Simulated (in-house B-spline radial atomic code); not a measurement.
**Rh: a fraction of an electron moved 4d → 4f**

How does the PW91 energy of Rh change when part of an electron is moved 4d → 4f?

Method: scalar-relativistic (spin-free one-electron X2C) PW91, spin-polarised, spherical fractional occupations, Fermi nucleus, basis-set limit. Code: in-house B-spline radial atomic code version 1.

### Step 1. The system

```
element       : rhodium (Z = 45)
charge        : 0
electrons     : 45
configuration : [Kr] 4d8 5s1
Hamiltonian   : scalar-relativistic (X2C)
nucleus       : Fermi, rms radius 4.495 fm
```

Outer shells as boxes (Hund's rule):

[Kr] 4d8 5s1
```
[Kr] core
4d [↑↓][↑↓][↑↓][↑ ][↑ ]
5s [↑ ]
```

Where spins are not typed, each open shell is filled with up spins first.

### Step 2. The start, at fraction 0

Settings of the run:

```ini
Z = 45
electrons = 45.0
configuration = [Kr] 4d8 5s1
hamiltonian = x2c
method = pw91,pw91
spin_polarised = True
nucleus = fermi
rms_radius = 4.4945
mass_number = 103
atomic_mass = 102.905494081
speed_of_light = 137.035999084
```

### Step 3. 0.25 electron moved 4d → 4f

Changes to the settings of step 2:

```diff
@@ -2,3 +2,3 @@
 electrons = 45.0
-configuration = [Kr] 4d8 5s1
+configuration = [Kr] 4d7.75 4f0.25 5s1
 hamiltonian = x2c
```

### Step 4. 0.375 electron moved 4d → 4f

Changes to the settings of step 3:

```diff
@@ -2,3 +2,3 @@
 electrons = 45.0
-configuration = [Kr] 4d7.75 4f0.25 5s1
+configuration = [Kr] 4d7.625 4f0.375 5s1
 hamiltonian = x2c
```

### Step 5. 0.5 electron moved 4d → 4f

Changes to the settings of step 4:

```diff
@@ -2,3 +2,3 @@
 electrons = 45.0
-configuration = [Kr] 4d7.625 4f0.375 5s1
+configuration = [Kr] 4d7.5 4f0.5 5s1
 hamiltonian = x2c
```

### Step 6. 0.625 electron moved 4d → 4f

Changes to the settings of step 5:

```diff
@@ -2,3 +2,3 @@
 electrons = 45.0
-configuration = [Kr] 4d7.5 4f0.5 5s1
+configuration = [Kr] 4d7.375 4f0.625 5s1
 hamiltonian = x2c
```

### Step 7. 0.75 electron moved 4d → 4f

Changes to the settings of step 6:

```diff
@@ -2,3 +2,3 @@
 electrons = 45.0
-configuration = [Kr] 4d7.375 4f0.625 5s1
+configuration = [Kr] 4d7.25 4f0.75 5s1
 hamiltonian = x2c
```

### Step 8. 0.875 electron moved 4d → 4f

Changes to the settings of step 7:

```diff
@@ -2,3 +2,3 @@
 electrons = 45.0
-configuration = [Kr] 4d7.25 4f0.75 5s1
+configuration = [Kr] 4d7.125 4f0.875 5s1
 hamiltonian = x2c
```

### Step 9. 1 electron moved 4d → 4f

Changes to the settings of step 8:

```diff
@@ -2,3 +2,3 @@
 electrons = 45.0
-configuration = [Kr] 4d7.125 4f0.875 5s1
+configuration = [Kr] 4d7 4f1 5s1
 hamiltonian = x2c
```

Before running: How does the energy change with the fraction, and which way and how far does it bend from the straight line between the ends?

As calculated:

| fraction | energy change (eV) | less the straight line (eV) | level 4d down (eV) | level 4f up (eV) | sum of <r²> (bohr²) |
| --- | --- | --- | --- | --- | --- |
| 0 | 0.0000 | 0.0000 | -5.079 | empty | 50.977 |
| 0.25 | 1.5095 | -0.7490 | -7.236 | -0.205 | 416.91 |
| 0.375 | 2.4513 | -0.9364 | -8.305 | -0.266 | 416.18 |
| 0.5 | 3.5189 | -0.9982 | -9.365 | -0.319 | 402.06 |
| 0.625 | 4.7117 | -0.9346 | -10.407 | -0.364 | 377.82 |
| 0.75 | 6.0289 | -0.7466 | -11.435 | -0.403 | 356.86 |
| 0.875 | 7.4698 | -0.4350 | -12.464 | -0.442 | 345.09 |
| 1 | 9.0340 | 0.0000 | -13.482 | -0.477 | 333.30 |

From fraction 0 to 1 the energy changes by 9.034 eV. It sags under the straight line by up to 1.00 eV (at 0.5). Slater's transition state, the slope from the orbital energies at fraction 0.5 (Janak's theorem), gives 9.047 eV for the whole step.

Members of this set that are not shown: 1 did not converge.
